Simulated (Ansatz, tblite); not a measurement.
# NaPbBr3 with GFN1-xTB from a Python script

These are simulated results from tblite 0.8.0, not measurements. The cell was built from a prototype and was relaxed with r2SCAN in plane waves (Ansatz 0.2.0). It may be hypothetical. All runs are without spin polarisation.

Space group Pm-3m (No. 221), cubic; conventional cell a = 5.910 Å, 41.28 Å³ an atom. Na has 12 Br at 4.18 Å; Pb has 6 Br at 2.95 Å; Br has 2 Pb at 2.95 Å and 4 Na at 4.18 Å.

tblite solves periodic systems at the zone centre alone, so the script builds a cluster of 2×2×2 conventional cells (40 atoms), which folds in a coarse mesh of k points.

The script, run.py:

```python
import json
from ase import Atoms
from ase.build import make_supercell
from ase.units import Bohr, GPa, Hartree
from tblite.interface import Calculator

atoms = Atoms(['Na', 'Pb', 'Br', 'Br', 'Br'],
              cell=[[5.90985816, 0.0, 0.0], [0.0, 5.90985816, 0.0], [0.0, 0.0, 5.90985816]],
              scaled_positions=[[0.0, 0.0, 0.0], [0.5, 0.5, 0.5], [0.5, 0.5, 0.0], [0.5, 0.0, 0.5], [0.0, 0.5, 0.5]],
              pbc=True)
cluster = make_supercell(atoms, [[2, 0, 0], [0, 2, 0], [0, 0, 2]])
calc = Calculator('GFN1-xTB', cluster.numbers, cluster.positions / Bohr, lattice=cluster.cell[:] / Bohr, periodic=cluster.pbc)
calc.set('temperature', 0.02 / Hartree)
calc.set('max-iter', 150)
res = calc.singlepoint()
levels = res.get('orbital-energies') * Hartree
nv = round(res.get('orbital-occupations').sum() / 2)
cells = len(cluster) // len(atoms)
out = {'energy_per_cell': res.get('energy') * Hartree / cells, 'homo': levels[nv - 1], 'lumo': levels[nv],
       'stress': (-res.get('virial') * Hartree / cluster.get_volume() / GPa).tolist(), 'charges': res.get('charges')[:len(atoms)].tolist(), 'electrons': 2 * nv / cells}
json.dump(out, open('results.json', 'w'))
for key, value in out.items():
    print(key, value)
```

Command: `python run.py`. It took 1.4 s on 1 thread of Arm Neoverse V2 (shared host), peak memory 0.1 GiB.

The log:

```
------------------------------------------------------------
  cycle        total energy    energy error   density error
------------------------------------------------------------
      1     -105.5105228828  -1.0533673E+02   6.2057269E-01
      2     -108.5635625185  -3.0530396E+00   2.7455321E-01
      3     -109.5788250316  -1.0152625E+00   2.1831068E-01
      4     -109.8772169728  -2.9839194E-01   1.0707868E-01
      5     -109.7447120838   1.3250489E-01   1.4283929E-01
      6     -110.0744622813  -3.2975020E-01   4.7979092E-03
      7     -110.0745751747  -1.1289347E-04   2.8189915E-03
      8     -110.0746938338  -1.1865904E-04   7.2746603E-04
      9     -110.0747021220  -8.2882439E-06   4.2638092E-04
     10     -110.0747049268  -2.8047642E-06   5.0836842E-05
     11     -110.0747049487  -2.1935222E-08   1.3779070E-05
------------------------------------------------------------

 total:                                   0.849 sec
energy_per_cell -374.410660984747
homo -7.941752451836599
lumo -7.646568828867204
stress [[-0.2620945104665753, -7.304978202472937e-06, -7.304978204923299e-06], [-7.304978202461764e-06, -0.26209451046658006, -7.304978201384092e-06], [-7.304978204943627e-06, -7.304978201370329e-06, -0.2620945104665973]]
charges [0.2544238686222059, 0.5990450821261974, -0.2844605826312522, -0.28446058263124746, -0.2844605826312755]
electrons 26.0
```

The cycle table is in hartree for the whole cluster, and the lines after it are in eV (the energy for one cell). The printed stress is in GPa and positive in compression, and the pressure is its mean diagonal.

GFN1-xTB gives a gap of 0.30 eV. On the same cell, plane-wave PBE (Ansatz, 4×4×4 k points and the special points) gives a gap of 1.56 eV and r2SCAN a gap of 2.02 eV; on shared hosts these took about 4.3 and 10 core-seconds on the 5-atom cell, against 1.4 for the script. Spin-orbit coupling, left out in all these runs, can cut or reorder the gap by tenths of an eV, up to about 1 eV with Pb or Bi. xTB was fitted to molecules, so gaps, charges and pressures of solids can be far off, and the gap also depends on the size of the cluster.

The same script was run on cells scaled at fixed shape and fractional coordinates:

```csv
volume (Å³/atom),energy (meV/atom),"pressure (GPa, positive in compression)",gap (eV)
36.33,26.2,1.74,0.14
38.81,6.1,0.93,0.04
41.28,0.0,-0.26,0.30
43.76,15.1,-1.71,0.61
46.24,52.0,-3.03,0.83
```

A Birch-Murnaghan fit puts the minimum at 40.81 Å³/atom, 1.1 % below the given cell, with a bulk modulus of 21.4 GPa at fixed shape.

xTB was fitted mostly to molecules, and a small cluster samples few k points, so gaps, pressures and kinks along a curve can be far from a solid's.

Spin-orbit coupling is left out; in compounds of Pb, Bi, Tl or Hg it can lower a gap by up to about 1 eV, split its edges or invert the bands.
